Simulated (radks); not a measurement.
# Fe⁹⁺ in [Ne] 3s2 3p5: an all-electron calculation

The task here is to estimate one member of a computed series from the others.

The numbers are computed with radks (a radial shooting solver on a logarithmic mesh, Libxc functionals) version 1 (scalar-relativistic Kohn-Sham, HCTH/407, spin-unpolarised, spherical densities, finite nucleus), except any that are marked as measured or tabulated.

### Starting point

* element: iron (Z = 26)
* charge: +9
* electrons: 17
* configuration: [Ne] 3s2 3p5
* nuclear rms radius: 3.7377 fm

Outer shells as boxes (Hund's rule):

Fe⁹⁺
```
[Ne] core
3s [↑↓]
3p [↑↓][↑↓][↑ ]
```

The first run:

The run's settings:

```text
Z 26
configuration [Ne] 3s2 3p5
relativity scalar-relativistic
functional hcth_407
spin unpolarised
nucleus finite rms 3.7377 fm
c 137.035999084
```

One table of the session follows, with a row left open; its other results are not shown here.

It belongs to the step «Shells». Sizes of the orbitals, from the radial functions (bohr):

```
level      <r>  outermost maximum (interpolated)  90 % within  nodes
   1s  0.05851                            0.0383        0.104      0
   2s        ?                                 ?            ?      ?
   2p   0.2344                             0.180        0.383      0
   3s   0.7339                             0.667         1.07      2
   3p   0.7412                             0.664         1.11      1
```

Estimate the missing values for 2s.

**Answer.** <r>: 0.2658; outermost maximum (interpolated): 0.222; 90 % within: 0.411; nodes: 1. In the column «<r>» it lies between 2p (0.2344) and 3s (0.7339).

To keep in mind: Spin polarisation and multiplet splitting are left out.
